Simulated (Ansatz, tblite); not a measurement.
# C27H24N2: a ladder of methods and basis sets

How do method and basis change the picture of C27H24N2 (singlet)?

The runs use Ansatz 0.2.0, Gaussian basis; as each input shows.

Levels to be run: GFN1-xTB, GFN2-xTB, PBE-D4/def2-TZVP, r2SCAN-D4/def2-TZVP, PBE-D4/def2-SVP, PBE0-D4/def2-SVP.

1 further run of the same task is left out (set aside as unsound or not needed).

**1. The relaxed structure**

The geometry is that of the singlet, from an earlier relaxation (PBE-D4/def2-SVP).

SMILES `CN(C)c1ccc(/C=C/c2ccc(/C=C/c3ccc(/C=C/C#N)cc3)cc2)cc1`, 53 atoms, charge 0, spin multiplicity 1.

Bond lengths: C1–N2 1.449 Å, C1–H30 1.105 Å, C1–H31 1.114 Å, C1–H32 1.114 Å, N2–C3 1.449 Å, N2–C4 1.380 Å, C3–H33 1.113 Å, C3–H34 1.114 Å, C3–H35 1.105 Å, C4–C5 1.427 Å, C4–C29 1.424 Å, C5–C6 1.391 Å, C5–H36 1.098 Å, C6–C7 1.419 Å, C6–H37 1.100 Å, C7–C8 1.454 Å, C7–C28 1.418 Å, C8–C9 1.367 Å and more. Angles: N2–C1–H30 109.4°, N2–C1–H31 112.1°, N2–C1–H32 112.2°, H30–C1–H31 107.7°, H30–C1–H32 107.7°, H31–C1–H32 107.4°, C1–N2–C3 119.9°, C1–N2–C4 120.1°, C3–N2–C4 120.0°, N2–C3–H33 112.0°, N2–C3–H34 112.2°, N2–C3–H35 109.5°, H33–C3–H34 107.4°, H33–C3–H35 107.7°, H34–C3–H35 107.8°, N2–C4–C5 121.3°, N2–C4–C29 121.5°, C5–C4–C29 117.1° and more.

PBE0-D4/def2-TZVP was run before; its log isn't repeated, and its numbers join the tables.

**2. GFN1-xTB**

Tight binding, by tblite at 300 K electronic temperature and without a spin-polarisation term:

```python
tblite.interface.Calculator('GFN1-xTB', numbers, positions, charge=0, uhf=0).singlepoint()
```

Energy -2075.4247 eV, HOMO -10.28 eV, LUMO -8.91 eV; 0.14 s.

**3. GFN2-xTB**

Tight binding, by tblite at 300 K electronic temperature and without a spin-polarisation term:

```python
tblite.interface.Calculator('GFN2-xTB', numbers, positions, charge=0, uhf=0).singlepoint()
```

Energy -2061.9097 eV, HOMO -9.32 eV, LUMO -8.03 eV; 0.11 s.

**4. PBE-D4/def2-TZVP**

start.molden holds the orbitals of an earlier run on this state, given as this run's starting guess.

in.yaml reads:

```yaml
crystal:
  periodic: [false, false, false]
  atoms:
    - {symbol: C, position_ang: [-9.646587, 0.874575, 0.281261]}
    - {symbol: N, position_ang: [-8.981933, -0.371514, -0.042728]}
    - {symbol: C, position_ang: [-9.766299, -1.547202, -0.361288]}
    - {symbol: C, position_ang: [-7.603317, -0.441903, -0.042531]}
    - {symbol: C, position_ang: [-6.802133, 0.697186, 0.269585]}
    - {symbol: C, position_ang: [-5.412914, 0.624530, 0.261953]}
    - {symbol: C, position_ang: [-4.722943, -0.574881, -0.052623]}
    - {symbol: C, position_ang: [-3.274273, -0.693476, -0.081841]}
    - {symbol: C, position_ang: [-2.356648, 0.278998, 0.201387]}
    - {symbol: C, position_ang: [-0.908216, 0.152383, 0.148276]}
    - {symbol: C, position_ang: [-0.231646, -1.032823, -0.244712]}
    - {symbol: C, position_ang: [1.158378, -1.087269, -0.288990]}
    - {symbol: C, position_ang: [1.964759, 0.030551, 0.056495]}
    - {symbol: C, position_ang: [3.412125, -0.085812, -0.023057]}
    - {symbol: C, position_ang: [4.334968, 0.876959, 0.275196]}
    - {symbol: C, position_ang: [5.781666, 0.754398, 0.179450]}
    - {symbol: C, position_ang: [6.443442, -0.419471, -0.278795]}
    - {symbol: C, position_ang: [7.829177, -0.486764, -0.356111]}
    - {symbol: C, position_ang: [8.643963, 0.614744, 0.021117]}
    - {symbol: C, position_ang: [10.096954, 0.595576, -0.041381]}
    - {symbol: C, position_ang: [10.888317, -0.441066, -0.450477]}
    - {symbol: C, position_ang: [12.307416, -0.363598, -0.474161]}
    - {symbol: N, position_ang: [13.483338, -0.319849, -0.501306]}
    - {symbol: C, position_ang: [7.988284, 1.785538, 0.476879]}
    - {symbol: C, position_ang: [6.597853, 1.852993, 0.553230]}
    - {symbol: C, position_ang: [1.290070, 1.214135, 0.454741]}
    - {symbol: C, position_ang: [-0.099681, 1.269078, 0.497557]}
    - {symbol: C, position_ang: [-5.526553, -1.702799, -0.355075]}
    - {symbol: C, position_ang: [-6.919119, -1.651979, -0.351682]}
    - {symbol: H, position_ang: [-10.740826, 0.733625, 0.218865]}
    - {symbol: H, position_ang: [-9.369628, 1.692602, -0.421772]}
    - {symbol: H, position_ang: [-9.407475, 1.224395, 1.311372]}
    - {symbol: H, position_ang: [-9.541373, -1.936208, -1.379646]}
    - {symbol: H, position_ang: [-9.591579, -2.378113, 0.359146]}
    - {symbol: H, position_ang: [-10.840657, -1.292694, -0.328203]}
    - {symbol: H, position_ang: [-7.276446, 1.655470, 0.517647]}
    - {symbol: H, position_ang: [-4.842960, 1.534127, 0.504483]}
    - {symbol: H, position_ang: [-2.905297, -1.693061, -0.370655]}
    - {symbol: H, position_ang: [-2.720852, 1.276234, 0.502041]}
    - {symbol: H, position_ang: [-0.809859, -1.925293, -0.526072]}
    - {symbol: H, position_ang: [1.653993, -2.020350, -0.601719]}
    - {symbol: H, position_ang: [3.772697, -1.070412, -0.367696]}
    - {symbol: H, position_ang: [3.978372, 1.859982, 0.626601]}
    - {symbol: H, position_ang: [5.851431, -1.294330, -0.584783]}
    - {symbol: H, position_ang: [8.296680, -1.414461, -0.718790]}
    - {symbol: H, position_ang: [10.600675, 1.523111, 0.279463]}
    - {symbol: H, position_ang: [10.453998, -1.399373, -0.780694]}
    - {symbol: H, position_ang: [8.594588, 2.654974, 0.776063]}
    - {symbol: H, position_ang: [6.115556, 2.775834, 0.911954]}
    - {symbol: H, position_ang: [1.868507, 2.108135, 0.731488]}
    - {symbol: H, position_ang: [-0.595544, 2.202381, 0.808526]}
    - {symbol: H, position_ang: [-5.031060, -2.655506, -0.602521]}
    - {symbol: H, position_ang: [-7.481409, -2.562317, -0.595474]}
basis:
  gaussian: {orbitals: def2-TZVP, fitting: {mean_field: def2-universal-jkfit}, initial_orbitals: start.molden}
hamiltonian: {xc: pbe, dispersion: d4}
scf: {omitted_lower_state_checks: [starts]}
output: {forces: true, orbitals: {seedname: orbitals}}
```

Run with:

```
ansatz run in.yaml --threads 2 --pin off --events-out ev --progress --plain --max-ram 32768MiB --backend cuda --devices 0, --max-vram 18GiB
```

After this run come: r2SCAN-D4/def2-TZVP; PBE-D4/def2-SVP; PBE0-D4/def2-SVP.

Before running them: what should the planned runs give, taken together? Wanted: gap in def2-TZVP, named functionals, smallest and largest; binding an atom, functionals in def2-TZVP; PBE0 total energy, smallest basis above largest.

The runs gave:

| quantity | value |
| --- | --- |
| gap in def2-TZVP, named functionals, smallest and largest | 1.43 eV (PBE-D4), 2.70 eV (PBE0-D4) |
| binding an atom, functionals in def2-TZVP | 5.08 (r2SCAN-D4) to 5.25 eV (PBE-D4) |
| PBE0 total energy, smallest basis above largest | 32.58 eV (def2-SVP, def2-TZVP) |

**Reading.** Orbital gaps of the named functionals in def2-TZVP span 1.43 eV (PBE-D4) to 2.70 eV (PBE0-D4); exact exchange widens it.
